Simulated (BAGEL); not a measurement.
# One shape, several levels: CH6B2O (SMILES BBOC)

Aim: a comparison of 4 runs (HF/STO-3G, HF/3-21G, HF/6-31G*, HF/def2-SVP) of CH6B2O. 

The results are computed with BAGEL 1.2.2.

2 further runs of the same task are left out: 2 set aside as unsound or not needed.

**1. The molecule**

CH6B2O: 10 atoms, total charge 0, spin state singlet. As SMILES, `BBOC`. The B1–H6 distance was set to 2.112 Å, away from the relaxed value. At this shape a bond of the SMILES string is far longer than usual.

Bond lengths: B1–B2 1.660 Å, B2–O3 1.336 Å, O3–C4 1.404 Å, B1–H5 1.174 Å, B2–H7 1.187 Å, C4–H8 1.093 Å, C4–H9 1.095 Å, C4–H10 1.093 Å. Some angles: B1–B2–O3 129.9°, B2–O3–C4 124.1°, B1–B2–H7 119.0°, O3–B2–H7 111.1°, B2–B1–H5 122.4°, O3–C4–H8 108.8°, O3–C4–H9 111.8°, O3–C4–H10 108.8°, H8–C4–H9 109.3°, H8–C4–H10 108.6°.

**2. The energy at HF/STO-3G (density fitting with qzvpp-jkfit) (run 1)**

Input file hf.json:

```json
{ "bagel" : [

{
  "title" : "molecule",
  "basis" : "sto-3g",
  "df_basis" : "qzvpp-jkfit",
  "angstrom" : true,
  "geometry" : [
    { "atom" : "B", "xyz" : [      -0.079164,       1.328595,      -0.769297 ] },
    { "atom" : "B", "xyz" : [       0.848596,       0.045895,      -1.270017 ] },
    { "atom" : "O", "xyz" : [       1.569816,      -0.821855,      -0.554487 ] },
    { "atom" : "C", "xyz" : [       1.672546,      -0.794985,       0.845213 ] },
    { "atom" : "H", "xyz" : [       0.347176,       2.418795,      -0.685817 ] },
    { "atom" : "H", "xyz" : [      -2.145500,       1.145610,      -0.371070 ] },
    { "atom" : "H", "xyz" : [       0.924886,      -0.189585,      -2.430567 ] },
    { "atom" : "H", "xyz" : [       1.312376,      -1.747065,       1.243513 ] },
    { "atom" : "H", "xyz" : [       1.090346,       0.023725,       1.280323 ] },
    { "atom" : "H", "xyz" : [       2.724146,      -0.677195,       1.119323 ] }
  ]
},

{
  "title" : "hf"
},

{
  "title" : "print",
  "file" : "orbitals.molden",
  "orbitals" : true
}

]}
```

Run with:

```console
$ BAGEL_NUM_THREADS=1 BAGEL hf.json > hf.out
```

The program printed:

```text
* using 1 threads per process

  ===============================================================
  ===============================================================

  *** Geometry ***

  { "atom" : "B", "xyz" : [     -0.149598,      2.510681,     -1.453761 ] },
  { "atom" : "B", "xyz" : [      1.603614,      0.086729,     -2.399984 ] },
  { "atom" : "O", "xyz" : [      2.966522,     -1.553081,     -1.047829 ] },
  { "atom" : "C", "xyz" : [      3.160654,     -1.502304,      1.597221 ] },
  { "atom" : "H", "xyz" : [      0.656068,      4.570860,     -1.296006 ] },
  { "atom" : "H", "xyz" : [     -4.054407,      2.164889,     -0.701221 ] },
  { "atom" : "H", "xyz" : [      1.747781,     -0.358264,     -4.593106 ] },
  { "atom" : "H", "xyz" : [      2.480031,     -3.301474,      2.349899 ] },
  { "atom" : "H", "xyz" : [      2.060455,      0.044834,      2.419460 ] },
  { "atom" : "H", "xyz" : [      5.147890,     -1.279713,      2.115214 ] },

  Number of auxiliary basis functions:      410

  Since a DF basis is specified, we compute 2- and 3-index integrals:
    o Being stored without compression. Storage requirement is 0.002 GB

  Number of basis functions:       26
  Number of electrons      :       30

    * METHOD: MOLECULE                             0.10

  *** RHF ***

  === Nuclear Repulsion ===
    99.1257546861

      * DIIS with orbital gradients will be used.

  === RHF iteration (sto-3g) ===
      0       -163.15059308          0.02277611           0.01
      1       -163.26813951          0.00921303           0.01
      2       -163.28599631          0.00207096           0.01
      3       -163.28732198          0.00036041           0.01
      4       -163.28736520          0.00011582           0.01
      5       -163.28737003          0.00003325           0.01
      6       -163.28737046          0.00000981           0.01
      7       -163.28737050          0.00000368           0.01
      8       -163.28737051          0.00000114           0.01
      9       -163.28737051          0.00000036           0.01
     10       -163.28737051          0.00000013           0.01
     11       -163.28737051          0.00000005           0.01
     12       -163.28737051          0.00000002           0.01
     13       -163.28737051          0.00000001           0.01
    * SCF iteration converged.

    * Permanent dipole moment:
           (   -0.422328,    -0.052464,    -0.555818) a.u.

    * METHOD: HF                                   0.13

    * METHOD: PRINT                                0.00

  ===============================================================
```

It took 0.4 s on 1 thread of Arm Neoverse V2, shared host; peak memory 0.082 GiB.

**3. The energy at HF/3-21G (density fitting with qzvpp-jkfit) (run 2)**

Input file input.json:

```json
{ "bagel" : [

{
  "title" : "molecule",
  "basis" : "3-21g",
  "df_basis" : "qzvpp-jkfit",
  "angstrom" : true,
  "geometry" : [
    { "atom" : "B", "xyz" : [      -0.079164,       1.328595,      -0.769297 ] },
    { "atom" : "B", "xyz" : [       0.848596,       0.045895,      -1.270017 ] },
    { "atom" : "O", "xyz" : [       1.569816,      -0.821855,      -0.554487 ] },
    { "atom" : "C", "xyz" : [       1.672546,      -0.794985,       0.845213 ] },
    { "atom" : "H", "xyz" : [       0.347176,       2.418795,      -0.685817 ] },
    { "atom" : "H", "xyz" : [      -2.145500,       1.145610,      -0.371070 ] },
    { "atom" : "H", "xyz" : [       0.924886,      -0.189585,      -2.430567 ] },
    { "atom" : "H", "xyz" : [       1.312376,      -1.747065,       1.243513 ] },
    { "atom" : "H", "xyz" : [       1.090346,       0.023725,       1.280323 ] },
    { "atom" : "H", "xyz" : [       2.724146,      -0.677195,       1.119323 ] }
  ]
},

{ "title" : "hf", "charge" : 0 },

{ "title" : "print", "file" : "orbitals.molden", "orbitals" : true }

]}
```

Run with:

```console
$ BAGEL_NUM_THREADS=1 BAGEL input.json > input.out
```

The program printed:

```text
* using 1 threads per process

  ===============================================================
  ===============================================================

  *** Geometry ***

  { "atom" : "B", "xyz" : [     -0.149598,      2.510681,     -1.453761 ] },
  { "atom" : "B", "xyz" : [      1.603614,      0.086729,     -2.399984 ] },
  { "atom" : "O", "xyz" : [      2.966522,     -1.553081,     -1.047829 ] },
  { "atom" : "C", "xyz" : [      3.160654,     -1.502304,      1.597221 ] },
  { "atom" : "H", "xyz" : [      0.656068,      4.570860,     -1.296006 ] },
  { "atom" : "H", "xyz" : [     -4.054407,      2.164889,     -0.701221 ] },
  { "atom" : "H", "xyz" : [      1.747781,     -0.358264,     -4.593106 ] },
  { "atom" : "H", "xyz" : [      2.480031,     -3.301474,      2.349899 ] },
  { "atom" : "H", "xyz" : [      2.060455,      0.044834,      2.419460 ] },
  { "atom" : "H", "xyz" : [      5.147890,     -1.279713,      2.115214 ] },

  Number of auxiliary basis functions:      410

  Since a DF basis is specified, we compute 2- and 3-index integrals:
    o Being stored without compression. Storage requirement is 0.008 GB

  Number of basis functions:       48
  Number of electrons      :       30

    * METHOD: MOLECULE                             0.10

  *** RHF ***

  === Nuclear Repulsion ===
    99.1257546861

      * DIIS with orbital gradients will be used.

  === RHF iteration (3-21g) ===
      0       -164.44546774          0.02182235           0.01
      1       -164.51846030          0.01300333           0.02
      2       -164.54210548          0.00245293           0.02
      3       -164.54369239          0.00032292           0.02
      4       -164.54373710          0.00010711           0.02
      5       -164.54374258          0.00003101           0.02
      6       -164.54374314          0.00001347           0.02
      7       -164.54374326          0.00000528           0.02
      8       -164.54374328          0.00000167           0.02
      9       -164.54374328          0.00000061           0.02
     10       -164.54374328          0.00000026           0.02
     11       -164.54374328          0.00000012           0.02
     12       -164.54374328          0.00000004           0.02
     13       -164.54374328          0.00000001           0.02
     14       -164.54374328          0.00000001           0.02
    * SCF iteration converged.

    * Permanent dipole moment:
           (   -0.589477,    -0.110640,    -0.711909) a.u.

    * METHOD: HF                                   0.30

    * METHOD: PRINT                                0.00

  ===============================================================
```

Wall time 0.56 s (1 thread of Arm Neoverse V2, shared host); peak memory 0.082 GiB.

Run 3 isn't shown in full; the table further down has it.

**4. A single-point energy at HF/def2-SVP (density fitting with qzvpp-jkfit) (run 4)**

Input file input.json:

```json
{ "bagel": [

{
  "title": "molecule",
  "basis": "svp",
  "df_basis": "qzvpp-jkfit",
  "angstrom": true,
  "geometry": [
    { "atom": "B", "xyz": [   -0.079164,    1.328595,   -0.769297 ] },
    { "atom": "B", "xyz": [    0.848596,    0.045895,   -1.270017 ] },
    { "atom": "O", "xyz": [    1.569816,   -0.821855,   -0.554487 ] },
    { "atom": "C", "xyz": [    1.672546,   -0.794985,    0.845213 ] },
    { "atom": "H", "xyz": [    0.347176,    2.418795,   -0.685817 ] },
    { "atom": "H", "xyz": [   -2.145500,    1.145610,   -0.371070 ] },
    { "atom": "H", "xyz": [    0.924886,   -0.189585,   -2.430567 ] },
    { "atom": "H", "xyz": [    1.312376,   -1.747065,    1.243513 ] },
    { "atom": "H", "xyz": [    1.090346,    0.023725,    1.280323 ] },
    { "atom": "H", "xyz": [    2.724146,   -0.677195,    1.119323 ] }
  ]
},
{
  "title": "hf",
  "charge": 0
},
{
  "title": "print",
  "file": "orbitals.molden",
  "orbitals": true
}

]}
```

Run with:

```console
$ BAGEL_NUM_THREADS=1 BAGEL input.json > input.out
```

The program printed:

```text
* using 1 threads per process

  ===============================================================
  ===============================================================

  *** Geometry ***

  { "atom" : "B", "xyz" : [     -0.149598,      2.510681,     -1.453761 ] },
  { "atom" : "B", "xyz" : [      1.603614,      0.086729,     -2.399984 ] },
  { "atom" : "O", "xyz" : [      2.966522,     -1.553081,     -1.047829 ] },
  { "atom" : "C", "xyz" : [      3.160654,     -1.502304,      1.597221 ] },
  { "atom" : "H", "xyz" : [      0.656068,      4.570860,     -1.296006 ] },
  { "atom" : "H", "xyz" : [     -4.054407,      2.164889,     -0.701221 ] },
  { "atom" : "H", "xyz" : [      1.747781,     -0.358264,     -4.593106 ] },
  { "atom" : "H", "xyz" : [      2.480031,     -3.301474,      2.349899 ] },
  { "atom" : "H", "xyz" : [      2.060455,      0.044834,      2.419460 ] },
  { "atom" : "H", "xyz" : [      5.147890,     -1.279713,      2.115214 ] },

  Number of auxiliary basis functions:      410

  Since a DF basis is specified, we compute 2- and 3-index integrals:
    o Being stored without compression. Storage requirement is 0.024 GB

  Number of basis functions:       86
  Number of electrons      :       30

    * METHOD: MOLECULE                             0.14

  *** RHF ***

  === Nuclear Repulsion ===
    99.1257546861

      * DIIS with orbital gradients will be used.

  === RHF iteration (svp) ===
      0       -165.18429628          0.01524002           0.03
      1       -165.29593400          0.00968849           0.03
      2       -165.33608093          0.00188961           0.03
      3       -165.33876276          0.00036058           0.03
      4       -165.33886883          0.00010042           0.03
      5       -165.33888177          0.00003524           0.03
      6       -165.33888390          0.00001651           0.03
      7       -165.33888439          0.00000698           0.03
      8       -165.33888449          0.00000177           0.03
      9       -165.33888450          0.00000051           0.03
     10       -165.33888450          0.00000024           0.03
     11       -165.33888450          0.00000010           0.03
     12       -165.33888450          0.00000003           0.03
     13       -165.33888450          0.00000001           0.03
     14       -165.33888450          0.00000001           0.03
    * SCF iteration converged.

    * Permanent dipole moment:
           (   -0.771575,    -0.105576,    -0.581350) a.u.

    * METHOD: HF                                   0.58

    * METHOD: PRINT                                0.01

  ===============================================================
```

Wall time 0.91 s (1 thread of Arm Neoverse V2, shared host); peak memory 0.1 GiB.

**5. The series**

| run | level | energy (Eh) | dipole moment (D) | HOMO energy (eV) | LUMO energy (eV) | wall time |
| --- | --- | --- | --- | --- | --- | --- |
| 1 | HF/STO-3G (density fitting with qzvpp-jkfit) | -163.287371 | 1.78 | -7.04 | 5.71 | 0.4 s |
| 2 | HF/3-21G (density fitting with qzvpp-jkfit) | -164.543743 | 2.37 | -9.55 | 1.67 | 0.56 s |
| 3 | HF/6-31G* (density fitting with qzvpp-jkfit, spherical functions) | -165.458054 | 2.38 | -9.52 | 1.82 | 0.74 s |
| 4 | HF/def2-SVP (density fitting with qzvpp-jkfit) | -165.338885 | 2.47 | -9.72 | 1.39 | 0.91 s |

**6. Summary of results**

```
            quantity          value
 run 4: total energy  -165.33888 Eh
run 4: dipole moment         2.47 D
  run 4: HOMO energy       -9.72 eV
  run 4: LUMO energy        1.39 eV
run 4: HOMO–LUMO gap       11.11 eV
```

What this shows: The dipole moment (its size) runs from 1.78 D (HF/STO-3G) to 2.47 D (HF/def2-SVP). The HOMO–LUMO gap runs from 11.11 eV (HF/def2-SVP) to 12.75 eV (HF/STO-3G). In run 1 the basis is minimal, so the values are rough. All runs together took 2.6 s, the longest 0.91 s.
